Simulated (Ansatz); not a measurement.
# F3H2NTi: one species, many methods

An exercise on one series of results from a longer session: the logs are not shown, and one member is left open.

The runs use Ansatz 0.2.0, Gaussian basis; functionals in def2-TZVPP, the program's frozen cores in correlated methods.

Levels to be run: LDA (SPW92), PBE-D4, revPBE-D4, BLYP-D4, r2SCAN-D4, B97M-V, PBE0-D4, B3LYP-D4, r2SCANh-D4, r2SCAN0-D4, HSE06-D4, BHLYP-D4, CAM-B3LYP-D4, LC-ωPBE, ωB97X-V, ωB97M-V, B2PLYP, PBE-QIDH; CCSD(T)/def2-SVP; CCSD(T)/def2-TZVPP; MP2/def2-QZVPP; extrapolation to the limit; RPA on PBE.

## The relaxed structure

The geometry comes from an earlier relaxation with PBE0-D4 in a triple-zeta def2 set; it is a stationary point, not always the lowest conformer.

SMILES `[NH2][Ti]([F])([F])[F]`, 7 atoms, charge 0, spin multiplicity 1.

Atoms are counted from 1 here; the program's logs count them from 0.

Bond lengths: N1–Ti2 1.854 Å, N1–H6 1.011 Å, N1–H7 1.011 Å, Ti2–F3 1.752 Å, Ti2–F4 1.761 Å, Ti2–F5 1.752 Å. Angles: Ti2–N1–H6 124.5°, Ti2–N1–H7 124.4°, H6–N1–H7 111.1°, N1–Ti2–F3 107.4°, N1–Ti2–F4 110.3°, N1–Ti2–F5 107.6°, F3–Ti2–F4 108.5°, F3–Ti2–F5 114.6°, F4–Ti2–F5 108.4°.

The first run:

The input, in.yaml:

```yaml
crystal:
  periodic: [false, false, false]
  atoms:
    - {symbol: N, position_ang: [-0.612557, 0.873898, 0.337825]}
    - {symbol: Ti, position_ang: [0.424843, -0.560660, -0.211743]}
    - {symbol: F, position_ang: [0.933983, -1.421770, 1.226024]}
    - {symbol: F, position_ang: [-0.526689, -1.653637, -1.211586]}
    - {symbol: F, position_ang: [1.735654, 0.076084, -1.184083]}
    - {symbol: H, position_ang: [-0.731823, 1.728815, -0.188410]}
    - {symbol: H, position_ang: [-1.162211, 0.889170, 1.186175]}
basis:
  gaussian: {orbitals: def2-TZVPP}
hamiltonian: {xc: lda}
output: {orbitals: {seedname: orbitals}}
```

Steps of the session up to this table: LDA; PBE-D4 (GGA); revPBE-D4 (GGA); BLYP-D4 (GGA); r2SCAN-D4 (meta-GGA); B97M-V (meta-GGA); PBE0-D4 (hybrid); B3LYP-D4 (hybrid); r2SCANh-D4 (hybrid); r2SCAN0-D4 (hybrid); HSE06-D4 (hybrid); BHLYP-D4 (hybrid); CAM-B3LYP-D4 (range-separated); LC-ωPBE-D4 (range-separated; the results give it without D4); ωB97X-V (range-separated); ωB97M-V (range-separated); B2PLYP (double hybrid); PBE-QIDH (double hybrid).

One of the session's tables, all rows but one given; the rest of the session is left out.

It belongs to the step «Frontier levels by functional». 

```
  functional  HOMO (eV)  LUMO (eV)  gap (eV)
 LDA (SPW92)      -7.32      -3.79      3.54
      PBE-D4      -7.08      -3.48      3.60
   revPBE-D4          ?          ?         ?
     BLYP-D4      -6.98      -3.42      3.56
   r2SCAN-D4      -7.41      -3.41      4.00
      B97M-V      -7.46      -3.40      4.06
     PBE0-D4      -8.58      -2.47      6.11
    B3LYP-D4      -8.35      -2.80      5.55
  r2SCANh-D4      -7.97      -3.02      4.95
  r2SCAN0-D4      -8.81      -2.41      6.40
    HSE06-D4      -8.17      -2.86      5.31
    BHLYP-D4      -9.98      -1.32      8.67
CAM-B3LYP-D4     -10.05      -1.34      8.71
     LC-ωPBE     -11.41      -0.07     11.34
     ωB97X-V     -11.03      -0.10     10.92
     ωB97M-V     -10.94      -0.12     10.83
```

Q: Estimate the row for revPBE-D4 from the others.

As computed: HOMO (eV): -6.99; LUMO (eV): -3.37; gap (eV): 3.62. In the column «HOMO (eV)» it lies between PBE-D4 (-7.08) and BLYP-D4 (-6.98).
